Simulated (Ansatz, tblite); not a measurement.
**The cluster B₅+: rung by rung**

The task here is to estimate one member of a computed series from the others.

Program: Ansatz 0.2.0, Gaussian basis. Level of theory: as each input shows. These are calculated values, not measurements.

Levels to be run: GFN1-xTB, GFN2-xTB, PBE-D4/def2-TZVP, r2SCAN-D4/def2-TZVP, ωB97X-V/def2-TZVP, r2SCANh-D4/def2-TZVP, LC-ωPBE/def2-TZVP, CAM-B3LYP-D4/def2-TZVP, HSE06-D4/def2-TZVP, PBE-D4/def2-SVP, PBE0-D4/def2-SVP, HF/STO-3G, HF/6-31G, B3LYP-D4/6-31G, CCSD(T)/def2-TZVPP, MP2/def2-TZVP, RPA/def2-TZVP.

**The relaxed structure**

The singlet was relaxed beforehand with B3LYP-D4/def2-SVP. At that level it is the lowest of the isomers that a small search found.

5 atoms, charge 1, spin multiplicity 1.

Bond lengths: B1–B4 1.562 Å, B1–B5 1.564 Å, B2–B3 1.562 Å, B2–B5 1.563 Å, B3–B4 1.566 Å. Angles: B4–B1–B5 115.5°, B3–B2–B5 117.9°, B2–B3–B4 102.8°, B1–B4–B3 106.3°, B1–B5–B2 97.5°.

The ion is computed in the gas phase, without counter-ions or solvent.

PBE0-D4/def2-TZVP was run before; its log isn't repeated, and its numbers join the tables.

The first run:

Tight binding, by tblite at 300 K electronic temperature and without a spin-polarisation term:

```python
tblite.interface.Calculator('GFN1-xTB', numbers, positions, charge=1, uhf=0).singlepoint()
```

Tight binding, by tblite at 300 K electronic temperature and without a spin-polarisation term:

```python
tblite.interface.Calculator('GFN2-xTB', numbers, positions, charge=1, uhf=0).singlepoint()
```

start.molden holds the orbitals of an earlier run on this state, given as this run's starting guess.

Input file in.yaml:

```yaml
crystal:
  periodic: [false, false, false]
  atoms:
    - {symbol: B, position_ang: [0.318976, -1.211271, 0.021022]}
    - {symbol: B, position_ang: [-0.971018, 0.752871, -0.020570]}
    - {symbol: B, position_ang: [0.497364, 1.285441, -0.014210]}
    - {symbol: B, position_ang: [1.342936, -0.032159, 0.013498]}
    - {symbol: B, position_ang: [-1.188258, -0.794882, 0.000250]}
basis:
  gaussian: {orbitals: def2-TZVP, initial_orbitals: start.molden}
total_charge: 1
hamiltonian: {xc: pbe, dispersion: d4}
scf: {omitted_lower_state_checks: [starts]}
output: {orbitals: {seedname: orbitals}}
```

Launch:

```sh
> ansatz run in.yaml --threads 4 --pin off --events-out ev --progress --plain --max-ram 3916MiB
```

Steps of the session up to this table: PBE-D4/def2-TZVP; r2SCAN-D4/def2-TZVP; ωB97X-V/def2-TZVP; r2SCANh-D4/def2-TZVP; LC-ωPBE/def2-TZVP; CAM-B3LYP-D4/def2-TZVP; HSE06-D4/def2-TZVP; PBE-D4/def2-SVP; PBE0-D4/def2-SVP; HF/STO-3G; HF/6-31G; B3LYP-D4/6-31G; CCSD(T)/def2-TZVPP; MP2/def2-TZVP; RPA/def2-TZVP.

One of the session's tables, all rows but one given; the rest of the session is left out.

```
                 level  HOMO (eV)  LUMO (eV)  gap (eV)
             HF/STO-3G     -12.15      -2.72      9.42
              HF/6-31G     -14.17      -5.57      8.59
       PBE-D4/def2-SVP     -12.82     -10.08      2.75
      PBE-D4/def2-TZVP     -12.77      -9.99      2.78
   r2SCAN-D4/def2-TZVP     -12.86      -9.81      3.06
  r2SCANh-D4/def2-TZVP     -13.12      -9.47      3.66
        B3LYP-D4/6-31G     -13.11      -9.22      3.89
      PBE0-D4/def2-SVP     -13.51      -9.18      4.33
     PBE0-D4/def2-TZVP          ?          ?         ?
    HSE06-D4/def2-TZVP     -13.07      -9.45      3.62
CAM-B3LYP-D4/def2-TZVP     -14.42      -7.89      6.53
     LC-ωPBE/def2-TZVP     -15.58      -6.97      8.62
     ωB97X-V/def2-TZVP     -15.27      -6.92      8.36
```

Estimate the missing values for PBE0-D4/def2-TZVP.

As computed: HOMO (eV): -13.45; LUMO (eV): -9.07; gap (eV): 4.38. In the column «HOMO (eV)» it lies between PBE0-D4/def2-SVP (-13.51) and r2SCANh-D4/def2-TZVP (-13.12).
